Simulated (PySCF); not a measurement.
# SnCl3⁻: changing the method

Starting from one script, swap the method and compare what comes out for SnCl3⁻.

Method: method and basis as typed in the scripts; program: PySCF 2.14.0.

**1. Where the work starts**

SnCl3⁻: 4 atoms, charge -1, spin multiplicity 1.

Bond lengths: Sn1–Cl2 2.545 Å, Sn1–Cl3 2.545 Å, Sn1–Cl4 2.545 Å. Angles: Cl2–Sn1–Cl3 99.1°, Cl2–Sn1–Cl4 99.1°, Cl3–Sn1–Cl4 99.1°.

**2. The run that the others are compared with**

Contents of input.py:

```python
from pyscf import gto, dft

mol = gto.M(
    atom='Sn 0 0 -0.571; Cl 2.2358 0 0.645; Cl -1.1179 1.9362 0.645; Cl -1.1179 -1.9362 0.645',
    basis='lanl2dz',
    ecp={'Sn': 'lanl2dz', 'Cl': 'lanl2dz'},
    charge=-1,
    spin=0,
    verbose=4,
)
mf = dft.UKS(mol, xc='camb3lyp')
mf.kernel()
mf.mulliken_pop()
mf.dip_moment()
print('orbital energies (hartree):', [e[max(0, n-3):n+3].round(4) for e, n in zip(mf.mo_energy, mol.nelec)])
```

On the command line:

```console
$ OMP_NUM_THREADS=1 python input.py
```

**3. 0.5*hf+0.5*b88,lyp**

Run 1 changes functional: camb3lyp → 0.5*hf+0.5*b88,lyp.

input.py, as its differences from that of step 2:

```diff
@@ -10,3 +10,3 @@
 )
-mf = dft.UKS(mol, xc='camb3lyp')
+mf = dft.UKS(mol, xc='0.5*hf+0.5*b88,lyp')
 mf.kernel()
```

**4. MP2 (UHF)**

Run 2 changes step after the SCF: analyze → mp2; SCF type: UKS → UHF; functional: camb3lyp → none (Hartree–Fock).

input.py, as its differences from that of step 2:

```diff
@@ -1,2 +1,2 @@
-from pyscf import gto, dft
+from pyscf import gto, scf, mp
 
@@ -10,5 +10,5 @@
 )
-mf = dft.UKS(mol, xc='camb3lyp')
+mf = scf.UHF(mol)
 mf.kernel()
-mf.mulliken_pop()
+mp.MP2(mf).kernel()
 mf.dip_moment()
```

**5. Pw6b95**

Run 3 changes functional: camb3lyp → pw6b95.

input.py, as its differences from that of step 2:

```diff
@@ -10,3 +10,3 @@
 )
-mf = dft.UKS(mol, xc='camb3lyp')
+mf = dft.UKS(mol, xc='pw6b95')
 mf.kernel()
```

**6. Tpss**

Run 4 changes functional: camb3lyp → tpss.

input.py, as its differences from that of step 2:

```diff
@@ -10,3 +10,3 @@
 )
-mf = dft.UKS(mol, xc='camb3lyp')
+mf = dft.UKS(mol, xc='tpss')
 mf.kernel()
```

**7. Revtpss**

Run 5 changes functional: camb3lyp → revtpss.

input.py, as its differences from that of step 2:

```diff
@@ -10,3 +10,3 @@
 )
-mf = dft.UKS(mol, xc='camb3lyp')
+mf = dft.UKS(mol, xc='revtpss')
 mf.kernel()
```

Q: Predict the outcome of this session. Wanted: for each run, E(SCF); from base; gap; after the SCF.

The runs gave:

```tsv
run	E(SCF) (hartree)	from base (eV)	cycles	gap (eV)	after the SCF
base	-48.386310	0	8	8.13	n/a
0.5*hf+0.5*b88,lyp	-48.314910	not comparable	8	7.70	n/a
MP2 (UHF)	-47.620580	not comparable	8	11.02	MP2 correlation -3.358 eV
pw6b95	-48.441709	not comparable	8	6.11	n/a
tpss	-48.463600	not comparable	8	4.58	n/a
revtpss	-48.401948	not comparable	9	4.62	n/a
```

In words: The gap between the frontier levels is 4.6 eV with tpss (0 % exact exchange) and 6.1 eV with pw6b95 (28 %): exact exchange opens it. A lower total energy from another functional means nothing by itself.
